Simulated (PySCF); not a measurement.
# C6H11N3: the cost of one run

Computed with PySCF 2.14.0 and routines of our own; the level stands in each step. Atoms count from 0.

## (1) The starting structure

20 atoms, charge 0, multiplicity 1; geometry from: GFN2-xTB.

## (2) Magnetic properties: GIAO PBE0/pcSseg-1

Job settings and geometry (Å):

```
{"job": {"kind": "mag", "xc": "PBE0", "basis": "pcSseg-1", "isotopologues": 0}, "charge": 0, "multiplicity": 1}
C     -1.634161    -1.392211     0.221060
C     -0.830701    -0.607422    -0.819229
C      0.219405     0.221961    -0.174252
C      0.200957     1.521874     0.306081
C     -0.897048     2.521852     0.286919
N      1.414290     1.781761     0.834284
N      2.162543     0.750519     0.715871
N      1.473518    -0.213613     0.113189
C      2.073701    -1.482648    -0.169393
H     -2.104419    -0.710587     0.925577
H     -0.990547    -2.068276     0.779907
H     -2.410056    -1.977710    -0.265728
H     -1.504914     0.051379    -1.370784
H     -0.373267    -1.300768    -1.529361
H     -1.678060     2.246945     0.995663
H     -0.497777     3.492495     0.565678
H     -1.342468     2.583721    -0.705240
H      2.106848    -1.662316    -1.246062
H      1.518838    -2.290675     0.309674
H      3.088170    -1.455604     0.223110
```

Level: GIAO PBE0/pcSseg-1 magnetisability, rotational g tensor and spin-rotation constants, non-relativistic, gas phase.

The run is started by

```sh
OMP_NUM_THREADS=1 python excited_run.py task.json out
```

One launch serves the whole session: the jobs run in the order shown.

Q: Estimate the wall time and peak memory of this first job on 1 thread of Arm Neoverse V1, shared host.

About 41 s, with a peak of 0.83 GiB.
